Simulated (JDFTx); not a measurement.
Runs of JDFTx 1.7.0 (patched build) on H2. The cell holds a molecule in a box, 2 atoms: a = 10.000 Å, b = 10.000 Å, c = 10.000 Å, α = 90.00°, β = 90.00°, γ = 90.00°. 

| task | liquid model | variant of the liquid model | solvent | SCF threshold on the energy | start | largest force (eV/Å) |
| --- | --- | --- | --- | --- | --- | --- |
| solvation | LinearPCM | GLSSA13 | methanol | 1e-06 Ha | saved state of an earlier run | 0.45 |
| single point | - | - | - | 1e-07 Ha | - | (a) |
| solvation | LinearPCM | GLSSA13 | CarbonDisulfide | 1e-06 Ha | saved state of an earlier run | 0.42 |
| solvation | LinearPCM | GLSSA13 | DMF | 1e-06 Ha | saved state of an earlier run | 0.37 |
| solvation | LinearPCM | GLSSA13 | CHCl3 | 1e-06 Ha | saved state of an earlier run | 0.42 |
| solvation | LinearPCM | GLSSA13 | CCl4 | 1e-06 Ha | saved state of an earlier run | 0.41 |
| solvation | LinearPCM | GLSSA13 | EthylEther | 1e-06 Ha | saved state of an earlier run | 0.42 |

Alike in all rows: level PBEsol; potentials or basis PseudoDojo-SR-PBEsol-0.4.1-standard with smoothed tails; no spin polarisation; cell as given; k mesh 1 × 1 × 1; cutoff (eV) 980; smearing fixed.

Question: Estimate the missing entries.

Answer: (a) 0.38.

Caveats: forces may be off by hundredths of an eV/Å; forces in the liquid are good to some per cent (some runs); the liquid is a continuum model, checked here against plausible ranges alone (some runs); the model isn't fitted for this solvent (some runs).

Runs at the PBE level aren't shown here.
